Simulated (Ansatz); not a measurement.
Wanted: the native input for an Ansatz 0.2.0 run.

- Task: relaxation of cell and atoms
- Functional: BLYP
- Dispersion: D4
- Potentials or basis: Ansatz PAW
- Cutoff: 420 eV (not typed: the program's choice for these potentials)
- k mesh: 9 × 9 × 9
- Occupations: fermi-dirac, width 0.05 eV
- Spin: no spin polarisation

MgB:

```xyz
2
Lattice="2.8952 0.0000 0.0000 0.0000 2.8952 0.0000 0.0000 0.0000 2.8952" Properties=species:S:1:pos:R:3 pbc="T T T"
Mg    0.0000    0.0000    0.0000
B     1.4476    1.4476    1.4476
```

The cell was built by a generator and needn't be a form met in nature.

One way to write it, as run:

input.yaml

```yaml
crystal:
  lattice:
    - [2.89515, 0.0, 0.0]
    - [0.0, 2.89515, 0.0]
    - [0.0, 0.0, 2.89515]
  atoms:
    - { symbol: Mg, position: [0.0, 0.0, 0.0] }
    - { symbol: B, position: [0.5, 0.5, 0.5] }
hamiltonian:
  xc: blyp
  pseudopotentials: { kind: paw }
  dispersion: d4
kpoints:
  mp_grid: { grid: [9, 9, 9] }
scf:
  occupations: { method: fermi_dirac, width: 0.05 }
output:
  forces: true
  stress: true
  eigenvalues: true
  write_density: true
  write_potential: true
  elf: true
  volumetric_format: npy
relax:
  f_tol: 0.01
  max_steps: 40
  cell: { stress_tol: 0.05 }
```

Potentials or basis: Ansatz PAW.

Run with:

```bash
$ ansatz run input.yaml --threads 2 --pin off --max-ram 5632MiB --backend cpu --events-out ev --progress --plain --runs-dir out
```

It gave:

```json
{"Relaxed volume": "11.69 Å³/atom", "Relaxed cell": "a = 2.859 Å, b = 2.859 Å, c = 2.859 Å, α = 90.00°, β = 90.00°, γ = 90.00°", "Space group after relaxing (to 0.05 Å)": "Pm-3m (No. 221)", "Energy gained by relaxing": "4.1 meV/atom", "Ionic steps": "4", "Pressure after relaxing": "0.0 GPa", "Band gap on the k mesh": "none (metal or under the smearing width)"}
```

Caveat: the plane-wave basis is chosen anew once the cell has moved, so the energies of steps on either side of that aren't comparable; pairwise dispersion overbinds metals, which lowers pressure and volume; the PAW data sets come from PBE, with cores solved anew for the run's functional, which leaves a small shift of forces and pressure.

Run time: 2.9 s on 2 threads of Intel(R) Xeon(R) Processor @ 2.70GHz (shared host), peak memory 0.31 GiB.
